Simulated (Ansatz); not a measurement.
# Al: the cost of one run

Method: DFT PBEsol+D3(BJ), scalar-relativistic, plane waves, PAW, in Ansatz 0.2.0.

## 1. Starting point

The structure is cubic, space group Fm-3m (No. 225). Conventional cell: a = 4.048 Å, b = 4.048 Å, c = 4.048 Å, α = 90.00°, β = 90.00°, γ = 90.00°. Al (site symmetry m-3m) has 12 Al at 2.86 Å in its first shell of neighbours.

As a file:

```
Al
1.0
     0.00000    2.02398    2.02398
     2.02398    0.00000    2.02398
     2.02398    2.02398    0.00000
Al
1
Direct
  0.00000 0.00000 0.00000
```

No relaxation comes first: the listed cell is the starting point.

## 2. The reference: the undisturbed cell on the scan's mesh

File input.yaml:

```yaml
crystal:
  lattice:
    - [0.0, 2.02398, 2.02398]
    - [2.02398, 0.0, 2.02398]
    - [2.02398, 2.02398, 0.0]
  atoms:
    - { symbol: Al, position: [0.0, 0.0, 0.0] }
basis:
  ecutwfc: 420
kpoints:
  mp_grid: { grid: [22, 22, 22] }
hamiltonian:
  xc: pbesol
  dispersion: d3bj
scf:
  occupations: { method: gaussian, width: 0.15 }
output:
  forces: true
  stress: true
  eigenvalues: true
```

The run is started by

```bash
$ ansatz run input.yaml --threads 1 --pin off --max-ram 2560MiB --backend cpu --events-out ev --progress --plain --runs-dir out
```

**Question.** How long does this run take on 1 thread of Arm Neoverse V1, shared host, and how much memory does it need?

About 2.1 s, with a peak of 0.29 GiB.
